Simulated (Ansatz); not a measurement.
# C₄H₃ClF₂: geometry at several levels

Wanted for C₄H₃ClF₂: geometry at several levels.

Computed with Ansatz 0.2.0 (the levels named in each step, unless a step's input says otherwise).

## (1) Starting point

Bond lengths: C1–C2 1.194 Å, F3–C4 1.335 Å, C4–C5 1.327 Å, C5–F6 1.331 Å, C5–Cl7 1.707 Å, C1–H8 1.050 Å, C2–H9 1.050 Å, C4–H10 1.077 Å. Angles: C1–C2–H9 179.0°, C2–C1–H8 179.3°, F3–C4–C5 122.0°, F3–C4–H10 114.0°, C5–C4–H10 124.0°, C4–C5–F6 123.2°, C4–C5–Cl7 123.0°, F6–C5–Cl7 113.8°.

Structure file:

```xyz
10

C    -1.3698    2.0566   -1.0781
C    -1.6446    1.0995   -1.7371
F     2.0408   -0.5860   -1.2143
C     1.4906   -0.0988   -0.0995
C     0.3034   -0.5033    0.3330
F    -0.4277   -1.4204   -0.2966
Cl   -0.4248    0.1022    1.7526
H    -1.1400    2.9025   -0.5002
H    -1.8771    0.2478   -2.3056
H     2.0950    0.6385    0.4022
```

## (2) A rough first relaxation, PBE-D4/def2-SVP

Contents of input.yaml:

```yaml
crystal:
  periodic: [false, false, false]
  atoms:
    - { symbol: C, position_ang: [-1.36982, 2.05655, -1.07806] }
    - { symbol: C, position_ang: [-1.64456, 1.09953, -1.73706] }
    - { symbol: F, position_ang: [2.04083, -0.58598, -1.2143] }
    - { symbol: C, position_ang: [1.49064, -0.09883, -0.09947] }
    - { symbol: C, position_ang: [0.30335, -0.50326, 0.33295] }
    - { symbol: F, position_ang: [-0.42769, -1.42044, -0.29661] }
    - { symbol: Cl, position_ang: [-0.42478, 0.10224, 1.7526] }
    - { symbol: H, position_ang: [-1.13998, 2.90251, -0.50019] }
    - { symbol: H, position_ang: [-1.87706, 0.2478, -2.30563] }
    - { symbol: H, position_ang: [2.09496, 0.63854, 0.40217] }
basis:
  gaussian: { orbitals: def2-SVP }
hamiltonian:
  xc: pbe
  dispersion: d4
relax:
  f_tol: 0.03
  max_steps: 200
```

Run with:

```console
> ansatz run input.yaml --threads 4 --pin off --max-ram 10240MiB --backend cpu --events-out ev --progress --plain --runs-dir out
```

After this run come: Relaxation, r2SCAN-D4/def2-TZVPP; Relaxation, B3LYP-D4/def2-TZVPP.

What does the calculation give? Wanted: C1–C2 at B3LYP-D4/def2-TZVPP; F3–C4 at B3LYP-D4/def2-TZVPP; C4–C5 at B3LYP-D4/def2-TZVPP.

**Answer**, as computed:

| quantity | value |
| --- | --- |
| C1–C2 at B3LYP-D4/def2-TZVPP | 1.197 Å |
| F3–C4 at B3LYP-D4/def2-TZVPP | 1.343 Å |
| C4–C5 at B3LYP-D4/def2-TZVPP | 1.323 Å |

The C1–C2 distance spreads over 0.003 Å, from B3LYP-D4/def2-TZVPP (shortest) to r2SCAN-D4/def2-TZVPP.
